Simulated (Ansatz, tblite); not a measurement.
# Cyclo-(H2SnS)2 (Sn₂H₄S₂): rung by rung

Aim: run the singlet of cyclo-(H2SnS)2 (Sn₂H₄S₂) at one geometry on many levels, and compare frontier levels, spin and run time.

Computed with Ansatz 0.2.0, Gaussian basis. Level: as each input shows.

Levels to be run: GFN1-xTB, GFN2-xTB, PBE-D4/def2-TZVP, r2SCAN-D4/def2-TZVP, BLYP-D4/def2-TZVP, LDA/def2-TZVP, HSE06-D4/def2-TZVP, LC-ωPBE/def2-TZVP, ωB97M-V/def2-TZVP, BHLYP-D4/def2-TZVP, B3LYP-D4/def2-TZVP, LC-ωPBE(0.10)/def2-TZVP, LC-ωPBE(0.15)/def2-TZVP, LC-ωPBE(0.20)/def2-TZVP, LC-ωPBE(0.30)/def2-TZVP, PBE-D4/def2-SVP, PBE0-D4/def2-SVP, CCSD(T)/def2-SVP, MP2/def2-TZVP, RPA/def2-TZVP.

## 1. The relaxed structure

The singlet was relaxed beforehand with PBE-D4/def2-SVP.

8 atoms, charge 0, spin multiplicity 1.

Bond lengths: Sn1–H2 1.731 Å, Sn1–H3 1.731 Å, Sn1–S4 2.464 Å, Sn1–S8 2.464 Å, S4–Sn5 2.464 Å, Sn5–H6 1.731 Å, Sn5–H7 1.731 Å, Sn5–S8 2.464 Å. Angles: H2–Sn1–H3 112.2°, H2–Sn1–S4 111.9°, H2–Sn1–S8 111.9°, H3–Sn1–S4 111.9°, H3–Sn1–S8 111.9°, S4–Sn1–S8 96.2°, Sn1–S4–Sn5 83.8°, S4–Sn5–H6 111.9°, S4–Sn5–H7 111.9°, S4–Sn5–S8 96.2°, H6–Sn5–H7 112.2°, H6–Sn5–S8 111.9°, H7–Sn5–S8 111.9°, Sn1–S8–Sn5 83.8°.

Geometry (Å):

```xyz
8
charge 0, multiplicity 1
Sn   -1.1398   -0.1119    1.1807
H    -1.1508   -1.3379    2.4029
H    -2.4689    0.9853    1.3441
S     1.0196    1.0702    1.0857
Sn    1.1399    0.1116   -1.1806
H     1.1466    1.3397   -2.4007
H     2.4707   -0.9828   -1.3482
S    -1.0173   -1.0743   -1.0839
```

Sn takes a core potential in the def2 sets. No spin-orbit coupling is included.

PBE0-D4/def2-TZVP was run before; its log isn't repeated, and its numbers join the tables.

## 2. GFN1-xTB

Tight binding, by tblite at 300 K electronic temperature and without a spin-polarisation term:

```python
tblite.interface.Calculator('GFN1-xTB', numbers, positions, charge=0, uhf=0).singlepoint()
```

Energy -396.9342 eV, HOMO -10.86 eV, LUMO -7.08 eV; 0.006 s.

## 3. GFN2-xTB

Tight binding, by tblite at 300 K electronic temperature and without a spin-polarisation term:

```python
tblite.interface.Calculator('GFN2-xTB', numbers, positions, charge=0, uhf=0).singlepoint()
```

Energy -347.9617 eV, HOMO -10.79 eV, LUMO -8.60 eV; 0.006 s.

## 4. PBE-D4/def2-TZVP

start.molden holds the orbitals of an earlier run on this state, given as this run's starting guess.

File in.yaml:

```yaml
crystal:
  periodic: [false, false, false]
  atoms:
    - {symbol: Sn, position_ang: [-1.139773, -0.111874, 1.180677]}
    - {symbol: H, position_ang: [-1.150836, -1.337886, 2.402851]}
    - {symbol: H, position_ang: [-2.468910, 0.985257, 1.344105]}
    - {symbol: S, position_ang: [1.019618, 1.070248, 1.085710]}
    - {symbol: Sn, position_ang: [1.139926, 0.111628, -1.180573]}
    - {symbol: H, position_ang: [1.146595, 1.339738, -2.400696]}
    - {symbol: H, position_ang: [2.470706, -0.982844, -1.348172]}
    - {symbol: S, position_ang: [-1.017325, -1.074256, -1.083892]}
basis:
  gaussian: {orbitals: def2-TZVP, initial_orbitals: start.molden}
hamiltonian: {xc: pbe, dispersion: d4}
scf: {omitted_lower_state_checks: [starts]}
output: {orbitals: {seedname: orbitals}}
```

On the command line:

```bash
> ansatz run in.yaml --threads 4 --pin off --events-out ev --progress --plain --max-ram 3916MiB
```

Standard output:

```text
Functional definition: PBE
  name "PBE"
  cite "Perdew, Burke & Ernzerhof, Phys. Rev. Lett. 77, 3865 (1996) doi:10.1103/PhysRevLett.77.3865"
  parent pbe
  parameter kappa = 0.804
  parameter beta = 0.06672455060314922
  exchange = pbe_x(kappa = kappa, mu = beta*pi^2/3)
  correlation = pbe_c(beta = beta)
these checks for a lower state are left out or cut short: starts
1474 factors; their error is unknown
mean field evaluation 1: about -33392.0281 eV, gradient 1.2e1 eV
mean field evaluation 2: about -33392.1711 eV, gradient 1.9e-1 eV
mean field evaluation 4: about -33392.1551 eV, gradient 2.9e-4 eV
mean field -33392.15511883 eV, -1227.1390666014 hartree, gradient 1.2e-5 eV, S^2 0.000000; 0 other end points of the search recorded, 0 dependent functions left out
reference -33392.15517268 eV, -1227.1390685802 hartree; 40, 40 occupied and 158, 158 virtual orbitals, 1474 factors
Total energy: -33392.46544061 eV, -1227.1504707163 hartree
Checks for a lower state left out: starts
```

Run time: 3.4 s. Hardware: 4 threads of Arm Neoverse V1, shared host.

Report: HOMO -6.07 eV, LUMO -2.40 eV.

## 5. r2SCAN-D4/def2-TZVP

in.yaml: that of step 4 with these lines changed.

```diff
@@ -13,4 +13,4 @@
   gaussian: {orbitals: def2-TZVP, initial_orbitals: start.molden}
-hamiltonian: {xc: pbe, dispersion: d4}
+hamiltonian: {xc: r2scan, dispersion: d4}
 scf: {omitted_lower_state_checks: [starts]}
-output: {orbitals: {seedname: orbitals}}
+output: {forces: true, orbitals: {seedname: orbitals}}
```

The command is unchanged.

Standard output:

```text
Functional definition: r2SCAN
  name "r2SCAN"
  cite "Furness, Kaplan, Ning, Perdew & Sun, J. Phys. Chem. Lett. 11, 8208 (2020) doi:10.1021/acs.jpclett.0c02405"
  cite "Furness, Kaplan, Ning, Perdew & Sun, J. Phys. Chem. Lett. 11, 9248 (2020) doi:10.1021/acs.jpclett.0c03077"
  parent r2scan
  parameter k0 = 0.174
  parameter k1 = 0.065
  parameter a1 = 4.9479
  exchange = r2scan_x(k0 = k0, k1 = k1, a1 = a1)
  correlation = r2scan_c
these checks for a lower state are left out or cut short: starts
1474 factors; their error is unknown
mean field evaluation 1: about -33404.7013 eV, gradient 9.0e0 eV
mean field evaluation 2: about -33404.7541 eV, gradient 8.3e-2 eV
mean field evaluation 4: about -33404.7377 eV, gradient 8.3e-5 eV
mean field -33404.73767724 eV, -1227.6014670942 hartree, gradient 1.2e-5 eV, S^2 0.000000; 0 other end points of the search recorded, 0 dependent functions left out
the calculation of the forces begins
reference -33404.73769347 eV, -1227.6014676905 hartree; 40, 40 occupied and 158, 158 virtual orbitals, 1474 factors
Total energy: -33404.80473202 eV, -1227.6039313118 hartree
Atom 0 at    -1.139773    -0.111874     1.180677 Å, force     0.214522     0.020359    -0.221621 eV/Å
Atom 1 at    -1.150836    -1.337886     2.402851 Å, force     0.005451     0.218914    -0.221463 eV/Å
Atom 2 at    -2.468910     0.985257     1.344105 Å, force     0.240337    -0.195315    -0.032585 eV/Å
Atom 3 at     1.019618     1.070248     1.085710 Å, force    -0.388468    -0.407245    -0.413647 eV/Å
Atom 4 at     1.139926     0.111628    -1.180573 Å, force    -0.213856    -0.021636     0.222308 eV/Å
Atom 5 at     1.146595     1.339738    -2.400696 Å, force    -0.004488    -0.219337     0.220978 eV/Å
Atom 6 at     2.470706    -0.982844    -1.348172 Å, force    -0.240689     0.194814     0.033410 eV/Å
Atom 7 at    -1.017325    -1.074256    -1.083892 Å, force     0.387191     0.409446     0.412621 eV/Å
Dipole moment:    -0.000370     0.000677    -0.000325 e Å
Checks for a lower state left out: starts
```

Run time: 8.5 s. Hardware: 4 threads of Arm Neoverse V1, shared host.

From the report: HOMO -6.35 eV, LUMO -2.20 eV.

## 6. BLYP-D4/def2-TZVP

in.yaml: that of step 5 with these lines changed.

```diff
@@ -13,4 +13,4 @@
   gaussian: {orbitals: def2-TZVP, initial_orbitals: start.molden}
-hamiltonian: {xc: r2scan, dispersion: d4}
+hamiltonian: {xc: {name: BLYP}, dispersion: d4}
 scf: {omitted_lower_state_checks: [starts]}
-output: {forces: true, orbitals: {seedname: orbitals}}
+output: {orbitals: {seedname: orbitals}}
```

The command is unchanged.

Standard output:

```text
Functional definition: BLYP
  name "BLYP"
  cite "Becke, Phys. Rev. A 38, 3098 (1988) doi:10.1103/PhysRevA.38.3098"
  cite "Lee, Yang & Parr, Phys. Rev. B 37, 785 (1988) doi:10.1103/PhysRevB.37.785"
  parameter beta = 0.0042
  parameter a = 0.04918
  parameter b = 0.132
  parameter c = 0.2533
  parameter d = 0.349
  exchange = b88_x(beta = beta)
  correlation = lyp_c(a = a, b = b, c = c, d = d)
these checks for a lower state are left out or cut short: starts
1474 factors; their error is unknown
mean field evaluation 1: about -33398.0872 eV, gradient 1.7e1 eV
mean field evaluation 2: about -33398.3752 eV, gradient 3.3e-1 eV
mean field evaluation 4: about -33398.3606 eV, gradient 1.1e-1 eV
mean field -33398.36058042 eV, -1227.3671131086 hartree, gradient 3.3e-5 eV, S^2 0.000000; 0 other end points of the search recorded, 0 dependent functions left out
reference -33398.36099490 eV, -1227.3671283404 hartree; 40, 40 occupied and 158, 158 virtual orbitals, 1474 factors
Total energy: -33398.99744549 eV, -1227.3905174684 hartree
Checks for a lower state left out: starts
```

Wall time 3.9 s (4 threads of Arm Neoverse V1, shared host).

Report: HOMO -5.91 eV, LUMO -2.33 eV.

## 7. LDA/def2-TZVP

in.yaml: that of step 6 with these lines changed.

```diff
@@ -13,3 +13,3 @@
   gaussian: {orbitals: def2-TZVP, initial_orbitals: start.molden}
-hamiltonian: {xc: {name: BLYP}, dispersion: d4}
+hamiltonian: {xc: lda}
 scf: {omitted_lower_state_checks: [starts]}
```

Launched as before.

Standard output:

```text
Functional definition: SPW92
  name "SPW92"
  cite "Dirac, Proc. Camb. Phil. Soc. 26, 376 (1930) doi:10.1017/S0305004100016108"
  cite "Slater, Phys. Rev. 81, 385 (1951) doi:10.1103/PhysRev.81.385"
  cite "Perdew & Wang, Phys. Rev. B 45, 13244 (1992) doi:10.1103/PhysRevB.45.13244"
  exchange = slater_x
  correlation = pw_c
these checks for a lower state are left out or cut short: starts
1474 factors; their error is unknown
mean field evaluation 1: about -33307.7349 eV, gradient 2.4e1 eV
mean field evaluation 2: about -33308.2312 eV, gradient 5.8e-1 eV
mean field evaluation 4: about -33308.2192 eV, gradient 1.1e-1 eV
mean field -33308.21919747 eV, -1224.0544783851 hartree, gradient 2.0e-5 eV, S^2 0.000000; 0 other end points of the search recorded, 0 dependent functions left out
reference -33308.21924764 eV, -1224.0544802289 hartree; 40, 40 occupied and 158, 158 virtual orbitals, 1474 factors
Total energy: -33308.21924764 eV, -1224.0544802289 hartree
Checks for a lower state left out: starts
```

It took 2.3 s on 4 threads of Arm Neoverse V1, shared host.

From the report: HOMO -6.15 eV, LUMO -2.63 eV.

## 8. HSE06-D4/def2-TZVP

in.yaml: that of step 7 with these lines changed.

```diff
@@ -13,3 +13,3 @@
   gaussian: {orbitals: def2-TZVP, initial_orbitals: start.molden}
-hamiltonian: {xc: lda}
+hamiltonian: {xc: hse06, dispersion: d4}
 scf: {omitted_lower_state_checks: [starts]}
```

Same command.

Standard output:

```text
Functional definition: HSE06
  name "HSE06"
  cite "Heyd, Scuseria & Ernzerhof, J. Chem. Phys. 118, 8207 (2003) doi:10.1063/1.1564060"
  cite "Krukau, Vydrov, Izmaylov & Scuseria, J. Chem. Phys. 125, 224106 (2006) doi:10.1063/1.2404663"
  cite "Heyd & Scuseria, J. Chem. Phys. 120, 7274 (2004) doi:10.1063/1.1668634"
  cite "Ernzerhof & Perdew, J. Chem. Phys. 109, 3313 (1998) doi:10.1063/1.476928"
  cite "Perdew, Burke & Ernzerhof, Phys. Rev. Lett. 77, 3865 (1996) doi:10.1103/PhysRevLett.77.3865"
  parent pbe
  parameter a = 0.25
  parameter omega = 0.11/bohr
  # The whole range is PBE's own exchange, as in plane waves. The composition of these papers is wPBEh.
  exchange = pbe_x - a*pbe_x_sr(omega) + a*exact_x_sr(omega)
  correlation = pbe_c
these checks for a lower state are left out or cut short: starts
1640 factors; their error is unknown
96 factors; integrals over basis functions are off by at most 3.6e-7 eV
mean field evaluation 1: about -33393.8404 eV, gradient 4.4e-1 eV
mean field evaluation 2: about -33393.8408 eV, gradient 4.2e-4 eV
mean field evaluation 4: about -33394.0298 eV, gradient 7.2e-5 eV
mean field -33394.02981521 eV, -1227.2079604224 hartree, gradient 7.8e-6 eV, S^2 0.000000; 0 other end points of the search recorded, 0 dependent functions left out
reference -33394.02986748 eV, -1227.2079623436 hartree; 40, 40 occupied and 158, 158 virtual orbitals, 1640 factors
Total energy: -33394.28777385 eV, -1227.2174402278 hartree
Checks for a lower state left out: starts
```

Run time: 7 s. Hardware: 4 threads of Arm Neoverse V1, shared host; peak memory 0.7 GiB.

Report: HOMO -6.85 eV, LUMO -1.92 eV.

## 9. LC-ωPBE/def2-TZVP

in.yaml: that of step 8 with these lines changed.

```diff
@@ -13,3 +13,3 @@
   gaussian: {orbitals: def2-TZVP, initial_orbitals: start.molden}
-hamiltonian: {xc: hse06, dispersion: d4}
+hamiltonian: {xc: {name: LC-wPBE}}
 scf: {omitted_lower_state_checks: [starts]}
```

Launched as before.

Standard output:

```text
Functional definition: LC-wPBE
  name "LC-wPBE"
  cite "Vydrov & Scuseria, J. Chem. Phys. 125, 234109 (2006) doi:10.1063/1.2409292"
  cite "Heyd & Scuseria, J. Chem. Phys. 120, 7274 (2004) doi:10.1063/1.1668634"
  cite "Ernzerhof & Perdew, J. Chem. Phys. 109, 3313 (1998) doi:10.1063/1.476928"
  cite "Perdew, Burke & Ernzerhof, Phys. Rev. Lett. 77, 3865 (1996) doi:10.1103/PhysRevLett.77.3865"
  parent pbe
  parameter omega = 0.4/bohr
  exchange = pbe_x_sr(omega) + exact_x_lr(omega)
  correlation = pbe_c
these checks for a lower state are left out or cut short: starts
1474 factors; their error is unknown
482 factors; integrals over basis functions are off by at most 1.6e-5 eV
mean field evaluation 1: about -33397.1096 eV, gradient 1.1e1 eV
mean field evaluation 2: about -33397.3071 eV, gradient 2.4e-1 eV
mean field evaluation 4: about -33397.2891 eV, gradient 5.9e-4 eV
mean field -33397.28906852 eV, -1227.3277357724 hartree, gradient 1.7e-5 eV, S^2 0.000000; 0 other end points of the search recorded, 0 dependent functions left out
reference -33397.28906853 eV, -1227.3277357728 hartree; 40, 40 occupied and 158, 158 virtual orbitals, 1474 factors
Total energy: -33397.28906853 eV, -1227.3277357728 hartree
Checks for a lower state left out: starts
```

It took 5.5 s on 4 threads of Arm Neoverse V1, shared host.

Report: HOMO -9.87 eV, LUMO 0.49 eV.

## 10. ωB97M-V/def2-TZVP

in.yaml: that of step 9 with these lines changed.

```diff
@@ -13,3 +13,3 @@
   gaussian: {orbitals: def2-TZVP, initial_orbitals: start.molden}
-hamiltonian: {xc: {name: LC-wPBE}}
+hamiltonian: {xc: {name: wB97M-V}}
 scf: {omitted_lower_state_checks: [starts]}
```

Same command.

Standard output:

```text
Functional definition: wB97M-V
  name "wB97M-V"
  cite "Mardirossian & Head-Gordon, J. Chem. Phys. 144, 214110 (2016) doi:10.1063/1.4952647"
  cite "Becke, J. Chem. Phys. 107, 8554 (1997) doi:10.1063/1.475007"
  cite "Vydrov & Van Voorhis, J. Chem. Phys. 133, 244103 (2010) doi:10.1063/1.3521275"
  # Of w^i u^j: cxij and so on, Table III.
  parameter omega = 0.3/bohr
  parameter cx = 0.15
  parameter cx01 = 1.007
  parameter cx10 = 0.259
  parameter css00 = 0.443
  parameter css04 = -1.437
  parameter css10 = -4.535
  parameter css20 = -3.390
  parameter css43 = 4.278
  parameter cos00 = 1.000
  parameter cos10 = 1.358
  parameter cos20 = 2.924
  parameter cos21 = -8.812
  parameter cos60 = -1.390
  parameter cos61 = 9.142
  parameter b = 6.0
  parameter c = 0.01
  gx(w, u) = 1 - cx + cx01*u + cx10*w
  gss(w, u) = css00 + css04*u^4 + css10*w + css20*w^2 + css43*w^4*u^3
  gos(w, u) = cos00 + cos10*w + (cos20 + cos21*u)*w^2 + (cos60 + cos61*u)*w^6
  exchange = spin_sum(e_x_unif_sr(omega)*gx(b97_w, b97_u_x)) + cx*exact_x_sr(omega) + exact_x_lr(omega)
  correlation = spin_sum(e_c_pw_mod_same_spin*gss(b97_w, b97_u_same))
      + integral(e_c_pw_mod_opposite_spin*gos(b97_w_opposite, b97_u_opposite)) + vv10(b, c)
these checks for a lower state are left out or cut short: starts
1568 factors; their error is unknown
337 factors; integrals over basis functions are off by at most 1.3e-5 eV
mean field evaluation 1: about -33397.5197 eV, gradient 1.2e1 eV
mean field evaluation 2: about -33397.6413 eV, gradient 1.6e-1 eV
mean field evaluation 4: about -33397.7513 eV, gradient 1.6e-4 eV
mean field -33397.75131076 eV, -1227.3447228616 hartree, gradient 2.3e-5 eV, S^2 0.000000; 0 other end points of the search recorded, 0 dependent functions left out
reference -33397.75137585 eV, -1227.3447252534 hartree; 40, 40 occupied and 158, 158 virtual orbitals, 1568 factors
Total energy: -33397.75137585 eV, -1227.3447252534 hartree
Checks for a lower state left out: starts
```

Run time: 15 s. Hardware: 4 threads of Arm Neoverse V1, shared host; peak memory 0.82 GiB.

HOMO -9.36 eV, LUMO 0.11 eV.

## 11. BHLYP-D4/def2-TZVP

in.yaml: that of step 10 with these lines changed.

```diff
@@ -13,3 +13,3 @@
   gaussian: {orbitals: def2-TZVP, initial_orbitals: start.molden}
-hamiltonian: {xc: {name: wB97M-V}}
+hamiltonian: {xc: {name: BHLYP}, dispersion: d4}
 scf: {omitted_lower_state_checks: [starts]}
```

Same command.

Standard output:

```text
Functional definition: BHLYP
  name "BHLYP"
  cite "Becke, J. Chem. Phys. 98, 1372 (1993) doi:10.1063/1.464304"
  cite "Becke, Phys. Rev. A 38, 3098 (1988) doi:10.1103/PhysRevA.38.3098"
  cite "Lee, Yang & Parr, Phys. Rev. B 37, 785 (1988) doi:10.1103/PhysRevB.37.785"
  parameter a = 0.5
  exchange = (1 - a)*b88_x + a*exact_x
  correlation = lyp_c
these checks for a lower state are left out or cut short: starts
1732 factors; their error is unknown
mean field evaluation 1: about -33397.1330 eV, gradient 1.0e1 eV
mean field evaluation 2: about -33397.2400 eV, gradient 1.5e-1 eV
mean field evaluation 4: about -33397.6335 eV, gradient 4.0e-4 eV
mean field -33397.63347396 eV, -1227.3403924390 hartree, gradient 2.2e-5 eV, S^2 0.000000; 0 other end points of the search recorded, 0 dependent functions left out
reference -33397.63367919 eV, -1227.3403999810 hartree; 40, 40 occupied and 158, 158 virtual orbitals, 1732 factors
Total energy: -33398.15752356 eV, -1227.3596509067 hartree
Checks for a lower state left out: starts
```

Wall time 6 s (4 threads of Arm Neoverse V1, shared host); peak memory 0.69 GiB.

Report: HOMO -8.28 eV, LUMO -0.73 eV.

## 12. B3LYP-D4/def2-TZVP

in.yaml: that of step 11 with these lines changed.

```diff
@@ -13,3 +13,3 @@
   gaussian: {orbitals: def2-TZVP, initial_orbitals: start.molden}
-hamiltonian: {xc: {name: BHLYP}, dispersion: d4}
+hamiltonian: {xc: {name: B3LYP}, dispersion: d4}
 scf: {omitted_lower_state_checks: [starts]}
```

The command is unchanged.

Standard output:

```text
Functional definition: B3LYP
  name "B3LYP"
  cite "Stephens, Devlin, Chabalowski & Frisch, J. Phys. Chem. 98, 11623 (1994) doi:10.1021/j100096a001"
  cite "Becke, Phys. Rev. A 38, 3098 (1988) doi:10.1103/PhysRevA.38.3098"
  cite "Lee, Yang & Parr, Phys. Rev. B 37, 785 (1988) doi:10.1103/PhysRevB.37.785"
  cite "Vosko, Wilk & Nusair, Can. J. Phys. 58, 1200 (1980) doi:10.1139/p80-159"
  parameter a0 = 0.2
  parameter ax = 0.72
  parameter ac = 0.81
  exchange = (1 - a0 - ax)*slater_x + ax*b88_x + a0*exact_x
  correlation = (1 - ac)*vwn_rpa_c + ac*lyp_c
these checks for a lower state are left out or cut short: starts
1582 factors; their error is unknown
mean field evaluation 1: about -33406.3985 eV, gradient 7.7e0 eV
mean field evaluation 2: about -33406.4675 eV, gradient 7.5e-2 eV
mean field evaluation 4: about -33406.6171 eV, gradient 1.3e-4 eV
mean field -33406.61713194 eV, -1227.6705357803 hartree, gradient 2.7e-5 eV, S^2 0.000000; 0 other end points of the search recorded, 0 dependent functions left out
reference -33406.61743812 eV, -1227.6705470324 hartree; 40, 40 occupied and 158, 158 virtual orbitals, 1582 factors
Total energy: -33407.12904811 eV, -1227.6893483526 hartree
Checks for a lower state left out: starts
```

Wall time 7 s (4 threads of Arm Neoverse V1, shared host); peak memory 0.66 GiB.

Report: HOMO -7.01 eV, LUMO -1.82 eV.

## 13. LC-ωPBE(0.10)/def2-TZVP

in.yaml: that of step 12 with these lines changed.

```diff
@@ -13,3 +13,3 @@
   gaussian: {orbitals: def2-TZVP, initial_orbitals: start.molden}
-hamiltonian: {xc: {name: B3LYP}, dispersion: d4}
+hamiltonian: {xc: {name: LC-wPBE, parameters: {omega: 0.1/bohr}}}
 scf: {omitted_lower_state_checks: [starts]}
```

Same command.

Standard output:

```text
Functional definition: LC-wPBE
  name "LC-wPBE"
  cite "Vydrov & Scuseria, J. Chem. Phys. 125, 234109 (2006) doi:10.1063/1.2409292"
  cite "Heyd & Scuseria, J. Chem. Phys. 120, 7274 (2004) doi:10.1063/1.1668634"
  cite "Ernzerhof & Perdew, J. Chem. Phys. 109, 3313 (1998) doi:10.1063/1.476928"
  cite "Perdew, Burke & Ernzerhof, Phys. Rev. Lett. 77, 3865 (1996) doi:10.1103/PhysRevLett.77.3865"
  parent pbe
  parameter omega = 0.4/bohr
  exchange = pbe_x_sr(omega) + exact_x_lr(omega)
  correlation = pbe_c
  with omega = 0.1/bohr from the input
these checks for a lower state are left out or cut short: starts
1474 factors; their error is unknown
93 factors; integrals over basis functions are off by at most 3.0e-7 eV
mean field evaluation 1: about -33393.8936 eV, gradient 1.2e1 eV
mean field evaluation 2: about -33394.0237 eV, gradient 1.6e-1 eV
mean field evaluation 4: about -33394.0123 eV, gradient 1.9e-4 eV
mean field -33394.01233284 eV, -1227.2073179572 hartree, gradient 2.5e-5 eV, S^2 0.000000; 0 other end points of the search recorded, 0 dependent functions left out
reference -33394.01233301 eV, -1227.2073179635 hartree; 40, 40 occupied and 158, 158 virtual orbitals, 1474 factors
Total energy: -33394.01233301 eV, -1227.2073179635 hartree
Checks for a lower state left out: starts
```

Wall time 5 s (4 threads of Arm Neoverse V1, shared host).

HOMO -7.52 eV, LUMO -1.04 eV.

## 14. LC-ωPBE(0.15)/def2-TZVP

in.yaml: that of step 13 with these lines changed.

```diff
@@ -13,3 +13,3 @@
   gaussian: {orbitals: def2-TZVP, initial_orbitals: start.molden}
-hamiltonian: {xc: {name: LC-wPBE, parameters: {omega: 0.1/bohr}}}
+hamiltonian: {xc: {name: LC-wPBE, parameters: {omega: 0.15/bohr}}}
 scf: {omitted_lower_state_checks: [starts]}
```

Launched as before.

Standard output:

```text
Functional definition: LC-wPBE
  name "LC-wPBE"
  cite "Vydrov & Scuseria, J. Chem. Phys. 125, 234109 (2006) doi:10.1063/1.2409292"
  cite "Heyd & Scuseria, J. Chem. Phys. 120, 7274 (2004) doi:10.1063/1.1668634"
  cite "Ernzerhof & Perdew, J. Chem. Phys. 109, 3313 (1998) doi:10.1063/1.476928"
  cite "Perdew, Burke & Ernzerhof, Phys. Rev. Lett. 77, 3865 (1996) doi:10.1103/PhysRevLett.77.3865"
  parent pbe
  parameter omega = 0.4/bohr
  exchange = pbe_x_sr(omega) + exact_x_lr(omega)
  correlation = pbe_c
  with omega = 0.15/bohr from the input
these checks for a lower state are left out or cut short: starts
1474 factors; their error is unknown
154 factors; integrals over basis functions are off by at most 5.9e-7 eV
mean field evaluation 1: about -33394.4048 eV, gradient 1.2e1 eV
mean field evaluation 2: about -33394.5016 eV, gradient 1.2e-1 eV
mean field evaluation 4: about -33394.4846 eV, gradient 1.1e-4 eV
mean field -33394.48460230 eV, -1227.2246735398 hartree, gradient 2.1e-5 eV, S^2 0.000000; 0 other end points of the search recorded, 0 dependent functions left out
reference -33394.48460236 eV, -1227.2246735423 hartree; 40, 40 occupied and 158, 158 virtual orbitals, 1474 factors
Total energy: -33394.48460236 eV, -1227.2246735423 hartree
Checks for a lower state left out: starts
```

It took 4 s on 4 threads of Arm Neoverse V1, shared host.

From the report: HOMO -8.11 eV, LUMO -0.55 eV.

[end of part 1 of 2]
